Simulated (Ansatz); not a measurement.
## HfPbO3, space group Pm-3m: an optical spectrum, step by step

Program: the Ansatz DFT code, driven from Python.

Notebook, run cell by cell (the value of a cell's last expression is shown):

```python
import ansatz
import numpy as np
```

```python
params = {
    "mesh": (4, 4, 4),
    "filling": "Fixed",
}
```

```python
lattice = ansatz.Lattice.of(
    [4.15548, 0.0, 0.0],
    [0.0, 4.15548, 0.0],
    [0.0, 0.0, 4.15548],
)
sites = [
    ("Hf", [0.5, 0.5, 0.5]),
    ("Pb", [0.0, 0.0, 0.0]),
    ("O", [0.0, 0.5, 0.5]),
    ("O", [0.5, 0.0, 0.5]),
    ("O", [0.5, 0.5, 0.0]),
]
crystal = ansatz.Crystal(lattice=lattice)
for symbol, position in sites:
    crystal = crystal.atom(symbol, position)
```

```python
[site.symbol for site in crystal.resolved().sites]
```

    ['Hf', 'Pb', 'O', 'O', 'O']

```python
setup = (
    crystal.calculation()
    .kpoints(*params["mesh"])
    .occupations(params["filling"])
    .eigensolver("auto", mixed_precision=False)
    .functional(ansatz.Functional.PBESOL)
    .pseudopotentials("nc")
    .accuracy("medium")
    .optics(energy_step=0.05, nscf_kmesh=(6, 6, 6), broadening_width=0.2, scissors=0.5)
)
res = setup.run(threads=1, backend="cpu")
spectra = res.optics()
energy, filling = np.asarray(spectra.photon_energy_ev), spectra.band_filling
gapped = filling.kind == "insulating"
eps1 = np.asarray(filling.eps1 if gapped else filling.eps1_interband)[:3].mean(axis=0)
eps2 = np.asarray(filling.eps2 if gapped else filling.eps2_interband)[:3].mean(axis=0)
print("filling:", filling.kind, "- valid up to", round(spectra.valid_up_to_ev, 2), "eV,", spectra.n_bands, "bands")
top = min(10, spectra.valid_up_to_ev)
# mean of xx, yy and zz; between bands only where the bands are partly filled
print("E (eV)    eps1      eps2")
for e in np.arange(0.5, top + 0.01, 0.5):
    print(f"{e:5.1f} {np.interp(e, energy, eps1):9.3f} {np.interp(e, energy, eps2):9.3f}")
if gapped:
    print("eps_inf, bands beyond those summed included:", np.round(filling.eps_inf[:3], 3))
print("f-sum electrons:", np.round(filling.get("f_sum_n_eff"), 3))
```

    DeckWarning: basis.ecutwfc = 1142.878222 eV, auto-derived from the records' recommended cutoffs: set by O (normal level)
    filling: insulating - valid up to 6.04 eV, 27 bands
    E (eV)    eps1      eps2
      0.5     5.307     0.000
      1.0     5.425     0.000
      1.5     5.642     0.000
      2.0     6.003     0.000
      2.5     6.642     0.001
      3.0     7.899     0.538
      3.5     8.805     1.833
      4.0    10.063     3.178
      4.5    10.100     9.812
      5.0     3.953     8.923
      5.5     3.877     7.629
      6.0     2.878     9.146
    eps_inf, bands beyond those summed included: [6.623 6.623 6.623]
    f-sum electrons: [11.437 11.437 11.437]

Caveats:
- The settings weren't tested for convergence.
- No spin polarisation was allowed.
- The empty bands are shifted up by the scissors value typed.
- Spin-orbit coupling, which matters for elements this heavy, is left out.
- This cell is a computed structure, which may not be the phase found in nature.
- Warnings are shown shortened and without file and line.
- Independent-particle spectra on Kohn-Sham bands hold no excitons, and semilocal gaps are too small.
- Run time: 77 s on 1 thread of Arm Neoverse V2 (shared host), peak memory 0.68 GiB.
